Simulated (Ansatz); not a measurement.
Write the native input for Ansatz 0.2.0 that does the following.

```
Task                : single point
Functional          : PBE
Potentials or basis : Ansatz PAW
Cutoff              : 420 eV (not typed: the program's choice for these potentials)
k mesh              : 10 × 10 × 10
Occupations         : fermi-dirac, width 0.05 eV
Spin                : collinear spin, ferromagnetic start
Starting moments    : [2.5, 0.0, 0.0] μB
```

The system is YbPd2.

```
CELL_PARAMETERS angstrom
-1.92664 1.92664 4.34228
1.92664 -1.92664 4.34228
1.92664 1.92664 -4.34228
ATOMIC_POSITIONS crystal
Yb 0.00000 0.00000 0.00000
Pd 0.25000 0.75000 0.50000
Pd 0.75000 0.25000 0.50000
```

The cell comes from a database or a generator and needn't be the stable form of this composition.

These files were run (other wordings do the same):

input.yaml

```yaml
crystal:
  lattice:
    - [-1.926636, 1.926636, 4.342278]
    - [1.926636, -1.926636, 4.342278]
    - [1.926636, 1.926636, -4.342278]
  atoms:
    - { symbol: Yb, position: [0.0, 0.0, 0.0], spin: 2.5 }
    - { symbol: Pd, position: [0.25, 0.75, 0.5] }
    - { symbol: Pd, position: [0.75, 0.25, 0.5] }
hamiltonian:
  xc: pbe
  pseudopotentials: { kind: paw }
magnetization:
  spin_polarized: true
kpoints:
  mp_grid: { grid: [10, 10, 10] }
scf:
  occupations: { method: fermi_dirac, width: 0.05 }
output:
  forces: true
  stress: true
  eigenvalues: true
```

Potentials or basis: Ansatz PAW.

The run is started by

```bash
$ ansatz run input.yaml --threads 2 --pin off --max-ram 5120MiB --backend cpu --events-out ev --progress --plain --runs-dir out
```

Results of the run:

- Pressure: 1.9 GPa
- Band gap on the k mesh: none (metal or under the smearing width)
- Net moment: 0.28 μB per cell
- Absolute moment: 0.29 μB per cell
- Site moments: Yb +0.27; Pd +0.01 μB

Caveat: spin-orbit coupling is left out, which moves the levels of the heavy elements; without U or exact exchange the open f shell lies at the Fermi level, which spoils levels, moments and volumes.

Wall time 47 s on 2 threads of Intel(R) Xeon(R) Processor @ 2.70GHz, with other jobs on the host, peak memory 0.66 GiB.
